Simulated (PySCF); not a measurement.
# C7H10N2: the cost of one run

Programs: PySCF 2.14.0, with routines of our own; each step states its level. All values are computed. Atoms count from 0.

### 1 The starting structure

19 atoms, charge 0, multiplicity 1; geometry from: GFN2-xTB.

### 2 Magnetic properties: GIAO B3LYP/pcSseg-1

What the job is given:

```
{"job": {"kind": "mag", "xc": "B3LYP", "basis": "pcSseg-1", "isotopologues": 0}, "charge": 0, "multiplicity": 1}
N      4.913405    -0.352010    -0.160577
C      3.786159    -0.383714     0.068927
C      2.422948    -0.431447     0.360119
C      1.514452     0.132673    -0.466799
N      0.183542     0.151648    -0.285096
C     -0.746271     0.745660    -1.220156
C     -2.087905     0.129892    -0.831221
C     -1.948179    -0.029282     0.681952
C     -0.487152    -0.446774     0.849032
H      2.144699    -0.938369     1.271668
H      1.853707     0.624216    -1.369972
H     -0.769609     1.837580    -1.095665
H     -0.461554     0.522229    -2.251145
H     -2.930948     0.755202    -1.115700
H     -2.200580    -0.847533    -1.301896
H     -2.636826    -0.763056     1.094493
H     -2.123366     0.928190     1.173987
H     -0.056813    -0.086748     1.788736
H     -0.379513    -1.539106     0.817017
```

Method: GIAO B3LYP/pcSseg-1 magnetisability, rotational g tensor and spin-rotation constants, non-relativistic, gas phase.

Run with:

```console
$ OMP_NUM_THREADS=1 python excited_run.py task.json out
```

One launch serves the whole session: the jobs run in the order shown.

Q: Estimate the wall time and peak memory of this first job on 1 thread of Intel Xeon Platinum 8488C, shared host.

About 52 s, with a peak of 0.97 GiB.
